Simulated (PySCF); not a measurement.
# C3H5GeNO: the cost of one run

The runs use PySCF 2.14.0, with density-fitted response routines of our own; the level of theory stands in each step. All values are computed, except where a source is named. Atoms are numbered from 0 throughout.

## 1. Starting geometry

11 atoms, charge 0, multiplicity 1; geometry from: GFN2-xTB. The atoms were then displaced at random by about 0.01 Å, so the start is not that level's minimum.

Bonds of the start (Å): N0–Ge1 1.77, Ge1–C2 1.91, C2–C3 1.26, C3–C4 1.39, C4–O5 1.21, N0–H6 1.03, N0–H7 1.02, Ge1–H8 1.48, Ge1–H9 1.50, C4–H10 1.11.

## 2. Geometry optimisation at PBE0-D3(BJ)/def2-SVP

What the job is given:

```
{"job": {"xc": "PBE0", "basis": "def2-SVP", "d3": "d3bj", "grid": 1, "shake": 0.01, "kind": "geom"}, "charge": 0, "multiplicity": 1}
N     -2.523180     0.241090    -0.054990
Ge    -1.309370    -0.815720     0.673900
C      0.486500    -0.263010     0.333100
C      1.654370     0.144640     0.087980
C      2.944430     0.588590    -0.196180
O      3.232330     1.574940    -0.829940
H     -2.597840     1.208060     0.298050
H     -2.570750     0.309360    -1.073340
H     -1.477600    -2.161270     0.093480
H     -1.512590    -0.787790     2.164590
H      3.711820    -0.064730     0.272620
```

Launch:

```console
$ OMP_NUM_THREADS=1 python probes_run.py task.json out
```

One launch serves the whole session: the jobs run in the order shown.

Q: Estimate the wall time and peak memory of this first job on 1 thread of Arm Neoverse V1, shared host.

About 69 s, with a peak of 0.52 GiB.
